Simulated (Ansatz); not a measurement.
# CH2ClNSi: taking an electron away

The task here is to estimate one member of a computed series from the others.

Program: Ansatz 0.2.0, Gaussian basis. Level of theory: unrestricted cation, the program's frozen cores in correlated methods. These are calculated values, not measurements.

Plan: UKS PBE-D4/def2-TZVPP; UKS r2SCAN-D4/def2-TZVPP; UKS PBE0-D4/def2-TZVPP; UKS B3LYP-D4/def2-TZVPP; UKS wB97X-V/def2-TZVPP; UKS wB97M-V/def2-TZVPP; UKS B2PLYP/def2-TZVPP; UHF-CCSD(T)/def2-TZVPP; UHF-MP2/def2-QZVPP; extrapolation to the limit; then −ε(HOMO) from the neutral's earlier runs with LDA (SPW92), PBE-D4, revPBE-D4, BLYP-D4, r2SCAN-D4, B97M-V, PBE0-D4, B3LYP-D4, r2SCANh-D4, r2SCAN0-D4, HSE06-D4, BHLYP-D4, CAM-B3LYP-D4, LC-ωPBE, ωB97X-V, ωB97M-V.

## The geometry

All runs share one geometry, relaxed beforehand with PBE0-D4 in a triple-zeta def2 set.

SMILES `ClC1=N[SiH2]1`, 6 atoms, charge 0, spin multiplicity 1.

Atoms are counted from 1 here; the program's logs count them from 0.

Bond lengths: Cl1–C2 1.709 Å, C2–N3 1.266 Å, C2–Si4 1.774 Å, N3–Si4 1.800 Å, Si4–H5 1.476 Å, Si4–H6 1.476 Å. Angles: Cl1–C2–N3 129.9°, Cl1–C2–Si4 159.7°, N3–C2–Si4 70.4°, C2–N3–Si4 68.1°, C2–Si4–N3 41.5°, C2–Si4–H5 121.8°, C2–Si4–H6 121.8°, N3–Si4–H5 118.3°, N3–Si4–H6 118.3°, H5–Si4–H6 114.6°.

Coordinates:

```mol
CH2ClNSi
  3D, bonds by distance, orders not assigned

  6  6  0  0  0  0  0  0  0  0999 V2000
   -1.2322   -2.3293    0.0307 Cl  0  0
   -0.2655   -0.9203    0.0266 C   0  0
    0.9896   -0.7961    0.1315 N   0  0
    0.1707    0.7972   -0.0452 Si  0  0
    0.3007    1.5125   -1.3293 H   0  0
    0.0789    1.6720    1.1396 H   0  0
  1  2  8  0
  2  3  8  0
  3  4  8  0
  4  5  8  0
  4  6  8  0
  2  4  8  0
M  END
```

Set-up of the first run:

in.yaml

```yaml
crystal:
  periodic: [false, false, false]
  atoms:
    - {symbol: Cl, position_ang: [-1.232233, -2.329301, 0.030696]}
    - {symbol: C, position_ang: [-0.265542, -0.920305, 0.026581]}
    - {symbol: N, position_ang: [0.989554, -0.796100, 0.131494]}
    - {symbol: Si, position_ang: [0.170658, 0.797247, -0.045186]}
    - {symbol: H, position_ang: [0.300661, 1.512459, -1.329255]}
    - {symbol: H, position_ang: [0.078902, 1.672001, 1.139570]}
basis:
  gaussian: {orbitals: def2-TZVPP}
total_charge: 1
magnetization: {spin_polarized: true, initial_magnetization: 1}
hamiltonian: {xc: pbe, dispersion: d4}
```

Steps of the session up to this table: Cation, UKS PBE-D4/def2-TZVPP; Cation, UKS r2SCAN-D4/def2-TZVPP; Cation, UKS PBE0-D4/def2-TZVPP; Cation, UKS B3LYP-D4/def2-TZVPP; Cation, UKS wB97X-V/def2-TZVPP; Cation, UKS wB97M-V/def2-TZVPP; Cation, UKS B2PLYP (frozen core)/def2-TZVPP; Cation, UHF-CCSD(T)/def2-TZVPP; Cation, UHF-MP2/def2-QZVPP.

One of the session's tables, all rows but one given; the rest of the session is left out.

It belongs to the step «Ionisation energies side by side». Orbital estimates, from the neutral's runs:

```
  functional  −ε(HOMO) (eV)
 LDA (SPW92)           6.25
      PBE-D4           6.08
   revPBE-D4           6.02
     BLYP-D4           5.93
   r2SCAN-D4              ?
      B97M-V           6.37
     PBE0-D4           7.28
    B3LYP-D4           7.06
  r2SCANh-D4           6.76
  r2SCAN0-D4           7.43
    HSE06-D4           6.88
    BHLYP-D4           8.37
CAM-B3LYP-D4           8.58
     LC-ωPBE           9.88
     ωB97X-V           9.54
     ωB97M-V           9.43
```

**Question.** Estimate the row for r2SCAN-D4.

Worked estimate for «−ε(HOMO) (eV)». Against the share of exact exchange, r2SCANh-D4 (0.1, 6.76), r2SCAN0-D4 (0.25, 7.43) give a slope of 4.47 per unit share; at 0 the line stands at 6.31.

**Answer.** −ε(HOMO) (eV): 6.31. In «−ε(HOMO) (eV)» the line misses by 0.00.
